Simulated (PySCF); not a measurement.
# BW: from the state search to spectroscopic constants

One table from this session's results is given with a row withheld; the runs are named, their logs left out.

Method: B x2c-TZVPPall, W x2c-TZVPPall, spin-free X2C with a Gaussian nucleus; program: PySCF 2.14.0.

Set-up of the first run:

The job is set up so:

| Item | Value |
| --- | --- |
| atoms | B, W |
| charge | 0 |
| basis | B x2c-TZVPPall, W x2c-TZVPPall |
| Hamiltonian | spin-free X2C with a Gaussian nucleus |
| basis functions | 128 |
| electrons treated | 79 |
| masses in u | 11.0093, 183.9509 |
| levels | PBE0, PBE, r²SCAN, r²SCAN0, BP86, BHandHLYP, TPSSh, ωB97X-V, HF, MP2, SCS-MP2 |
| grid | 80 radial by 434 angular points |
| occupations | held fixed by the projection of orbital angular momentum |
| dissociation limit | B + W, each in its ground configuration |
| starting distance in angstrom | 2.100 |
| values of 2S to try | 1, 3, 5, 7 |

Launch:

```console
$ OMP_NUM_THREADS=2 python dia.py task.json out
```

Among the steps run: Input; PBE0 along the bond; Other states along the same grid; PBE (GGA); r²SCAN (meta-GGA); r²SCAN0 (hybrid meta-GGA); BP86 (GGA); BHandHLYP (global hybrid GGA); TPSSh; ωB97X-V; ROHF.

One table of the session follows, with a row left open; its other results are not shown here.

Energy (eV) from each level's lowest point:

```
R (Å)   ROHF  ROHF-MP2  ROHF-SCS-MP2    PBE   BP86
1.667  1.279     1.178         1.181  1.174  1.187
1.745  0.585     0.474         0.483  0.521  0.530
1.823  0.193     0.103         0.110  0.159  0.164
1.881  0.049     0.000         0.000  0.032  0.034
1.939  0.000     0.023         0.007  0.000  0.000
1.997  0.024     0.148         0.106  0.041  0.039
2.075  0.139     0.412         0.329  0.180  0.176
2.172  0.377     0.818         0.685  0.440  0.434
2.288      ?         ?             ?      ?      ?
2.443  1.287     2.172         1.927  1.327  1.320
```

Q: Estimate the row for R (Å) = 2.288 from the others.

Worked estimate for «ROHF». A straight line through the neighbours (2.172, 0.377) and (2.443, 1.287) gives 0.377 + (1.287 − 0.377) × (2.288 − 2.172) / (2.443 − 2.172) = 0.767; a parabola fitted to 3 rows on both sides gives 0.722.

As computed: ROHF: 0.746; ROHF-MP2: 1.359; ROHF-SCS-MP2: 1.176; PBE: 0.814; BP86: 0.807. In «ROHF» the line misses by +0.021 and the parabola by -0.024.
